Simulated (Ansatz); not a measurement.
A run of Ansatz 0.2.0:

The input input.yaml:

```yaml
crystal:
  lattice:
    - [5.036866, -6.471699, 0.0]
    - [5.036866, 6.471699, 0.0]
    - [0.0, 0.0, 45.248164]
  atoms:
    - { symbol: Ni, position: [0.0, 0.0, 0.0], spin: 1.0 }
    - { symbol: Cl, position: [0.969099, 0.736265, 0.0] }
    - { symbol: Cl, position: [0.030901, 0.263735, 0.0] }
    - { symbol: Cl, position: [0.736265, 0.969099, 0.0] }
    - { symbol: Cl, position: [0.263735, 0.030901, 0.0] }
    - { symbol: Cl, position: [0.0, 0.0, 0.750028] }
    - { symbol: Cl, position: [0.0, 0.0, 0.249972] }
hamiltonian:
  xc: pbe
  pseudopotentials: { kind: paw }
magnetization:
  spin_polarized: true
kpoints:
  mp_grid: { grid: [4, 4, 1] }
scf:
  occupations: { method: fermi_dirac, width: 0.05 }
output:
  forces: true
  stress: true
  eigenvalues: true
  write_density: true
  write_potential: true
  elf: true
  volumetric_format: npy
```

Potentials or basis: Ansatz PAW.

Launch:

```console
$ ansatz run input.yaml --threads 4 --pin off --max-ram 10240MiB --backend cpu --events-out ev --progress --plain --runs-dir out
```

Hardware: 4 threads of Intel(R) Xeon(R) Platinum 8488C (Sapphire Rapids) (shared host).

Problem. Estimate the wall time of this run.

Solution. It took 96 s on 4 threads of Intel(R) Xeon(R) Platinum 8488C (Sapphire Rapids), with other jobs on the host, peak memory 4.6 GiB. Counts: scf iterations 48, plane waves 57743, k points 7, bands 38.
